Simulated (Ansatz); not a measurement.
# BGeO (doublet): from Hartree-Fock to the top rungs at a displaced geometry (v2), cc-pVDZ

One table from this session's results is given with a row withheld; the runs are named, their logs left out.

Method: cc-pVDZ, core rule «outside noble gas», up to 16 orbitals frozen; program: Ansatz 0.2.0, Gaussian basis.

To be run: UHF; CCSD(T) on ROHF; CCSD(T) on UHF; BCCD(T) on ROHF; CISD as a restricted active space (open shells left free, so some higher excitations enter); CCSDT(Q) on ROHF; CCSDT(Q) on UHF.

15 further runs of the same task are left out: 7 that didn't finish, 8 set aside as unsound or not needed. Runs told in other sessions of the task aren't counted.

### What is computed

The geometry is a PBE0/def2-TZVP stationary point (not a proven minimum) with its atoms shifted at random (size 0.100 Å). No spin-orbit coupling is included. The filled d shell of Ge may be among the frozen orbitals whatever the setting's name suggests.

3 atoms, charge 0, spin multiplicity 2.

Atoms are counted from 1 here; the program's logs count them from 0.

Bond lengths: Ge1–B2 2.089 Å, B2–O3 1.218 Å. Angles: Ge1–B2–O3 171.7°.

The first run:

in.yaml

```yaml
crystal:
  periodic: [false, false, false]
  atoms:
    - {symbol: Ge, position_ang: [0.084376, 0.005225, 1.793598]}
    - {symbol: B, position_ang: [-0.080498, 0.013599, -0.289109]}
    - {symbol: O, position_ang: [-0.003878, -0.018825, -1.504489]}
basis:
  gaussian: {orbitals: cc-pVDZ}
magnetization: {spin_polarized: true, initial_magnetization: 1}
hamiltonian: {xc: hf}
output: {orbitals: {seedname: orbitals}}
```

Command:

```bash
ansatz run in.yaml --threads 1 --pin off --events-out ev --progress --plain --max-ram 2393MiB
```

Among the steps run: UHF; CCSD(T) on ROHF; CCSD(T) on UHF; BCCD(T) on ROHF; CISD as a restricted active space (open shells left free, so some higher excitations enter); CCSDT(Q) on ROHF; CCSDT(Q) on UHF.

One table of the session follows, with a row left open; its other results are not shown here.

It belongs to the step «Misses and costs». 

| method | from UCCSDT(Q) (kJ/mol) |
| --- | --- |
| ROHF | +918.7 |
| UHF | +909.7 |
| RMP2 | +86.8 |
| UMP2 | +87.5 |
| CISD | ? |
| RCCSD | +39.6 |
| UCCSD | +39.1 |
| RCCSD(T) | +6.4 |
| UCCSD(T) | +6.2 |
| BCCD(T) | +6.1 |
| RCCSDT | +3.8 |
| UCCSDT | +3.5 |
| RCCSDT(Q) | +1.1 |
| UCCSDT(Q) | 0 |

Q: Estimate the row for CISD from the others.

As computed: from UCCSDT(Q) (kJ/mol): +126.1. In the column «from UCCSDT(Q) (kJ/mol)» it lies between UMP2 (+87.5) and UHF (+909.7).

Limits of these values: Restricted and unrestricted rows rest on different reference determinants; a gap between their highest levels can come from leftover correlation error, from unlike frozen cores or from another state.
